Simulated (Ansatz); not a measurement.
# Ti4Al4C: the cost of one run

Program: Ansatz 0.2.0. Level of theory: DFT PBEsol, scalar-relativistic, plane waves, PAW. These are calculated values, not measurements.

3 further runs of the same task are left out: 1 for a known fault of the program, 2 set aside as unsound or not needed.

**1. The starting structure**

Symmetry: Pm, No. 6, monoclinic system. The conventional cell has a = 4.912 Å, b = 2.795 Å, c = 23.895 Å, α = 90.00°, β = 90.00°, γ = 90.00°. Around Ti (site symmetry m) lie 3 Ti at 2.80 Å and 6 Al at 2.83 Å. Al (site symmetry m) is surrounded by 3 Al at 2.80 Å and 6 Ti at 2.83 Å. Around Ti (site symmetry m) lie 4 Ti at 2.78 to 2.80 Å and 8 Al at 2.83 Å. Al (site symmetry m) has 4 Al at 2.80 Å and 8 Ti at 2.82 to 2.83 Å as nearest neighbours. Around Ti (site symmetry m) lie 4 Ti at 2.71 to 2.80 Å and 8 Al at 2.82 to 2.90 Å. Around Al (site symmetry m) lie 8 Ti at 2.77 to 2.83 Å and 4 Al at 2.80 Å. Around Ti (site symmetry m) lie 3 Ti at 2.71 to 2.80 Å and 6 Al at 2.77 to 2.84 Å. Al (site symmetry m) has 3 Al at 2.80 Å and 6 Ti at 2.82 to 2.90 Å as nearest neighbours.

Structure file:

```cif
data_structure
_symmetry_space_group_name_H-M 'Pm'
_symmetry_Int_Tables_number 6
_cell_length_a 4.9117
_cell_length_b 2.7952
_cell_length_c 23.8952
_cell_angle_alpha 90.000
_cell_angle_beta 90.000
_cell_angle_gamma 90.000
_cell_volume 328.05
loop_
_atom_site_label
_atom_site_type_symbol
_atom_site_symmetry_multiplicity
_atom_site_Wyckoff_symbol
_atom_site_fract_x
_atom_site_fract_y
_atom_site_fract_z
_atom_site_occupancy
Ti1 Ti 1 a 0.32386 0.00000 0.35572 1
Al1 Al 1 b 0.82386 0.50000 0.35572 1
Ti2 Ti 1 a 0.64772 0.00000 0.45191 1
Al2 Al 1 b 0.14772 0.50000 0.45191 1
Ti3 Ti 1 a 0.97146 0.00000 0.54756 1
Al3 Al 1 b 0.47129 0.50000 0.54845 1
Ti4 Ti 1 a 0.28469 0.00000 0.64114 1
Al4 Al 1 b 0.78279 0.50000 0.64670 1
```

Planes are indexed in the bulk's conventional cell (P4/mmm (No. 123)), a = 2.795 Å, b = 2.795 Å, c = 4.039 Å, α = 90.00°, β = 90.00°, γ = 90.00°.

It is a (101) slab, 6.9 Å thick as cut, with 17 Å of vacuum; its outer planes are TiAl (top) and TiAl (bottom). An earlier relaxation, lower half held, gave -11993.7798 eV, work function 4.38 eV (top face), 4.31 eV (bottom face), dipole along +c -0.005 e·Å per cell.

**2. C put at a top (Al) site**

Input file input.yaml:

```yaml
crystal:
  lattice:
    - [2.7951585985, 0.0, 0.0]
    - [0.0, 4.9116531041, 0.0]
    - [0.0, 0.0, 25.895185751]
  atoms:
    - { symbol: Ti, position: [0.0, 0.3238601685, 0.3282463421] }
    - { symbol: Al, position: [0.5, 0.8238601685, 0.3282463421] }
    - { symbol: Ti, position: [0.0, 0.6477203369, 0.4170039696] }
    - { symbol: Al, position: [0.5, 0.1477203369, 0.4170039696] }
    - { symbol: Ti, position: [0.0, 0.9714622164, 0.5052707184] }
    - { symbol: Al, position: [0.5, 0.4712922267, 0.5060950249] }
    - { symbol: Ti, position: [0.0, 0.2846919189, 0.5916210053] }
    - { symbol: Al, position: [0.5, 0.7827906297, 0.596752324] }
    - { symbol: C, position: [0.5, 0.7827906297, 0.6732144131] }
basis:
  ecutwfc: 420
kpoints:
  mp_grid: { grid: [10, 6, 1] }
hamiltonian:
  xc: pbesol
scf:
  occupations: { method: gaussian, width: 0.1 }
output:
  forces: true
  eigenvalues: true
  write_density: true
  write_potential: true
  elf: true
  volumetric_format: npy
relax:
  adjacent_minimum: "off"
  f_tol: 0.03
  max_steps: 70
  constraints: [{ sites: [0, 1, 2, 3] }]
efield:
  axis: 3
  dipole_correction: true
  ramp_width: 0.04
```

Command:

```console
ansatz run input.yaml --threads 1 --pin off --max-ram 2560MiB --backend cpu --events-out ev --progress --plain --runs-dir out
```

**Question.** How long does this run take on 1 thread of Intel Xeon at 2.70GHz, shared host, and how much memory does it need?

About 13 min, with a peak of 0.67 GiB.
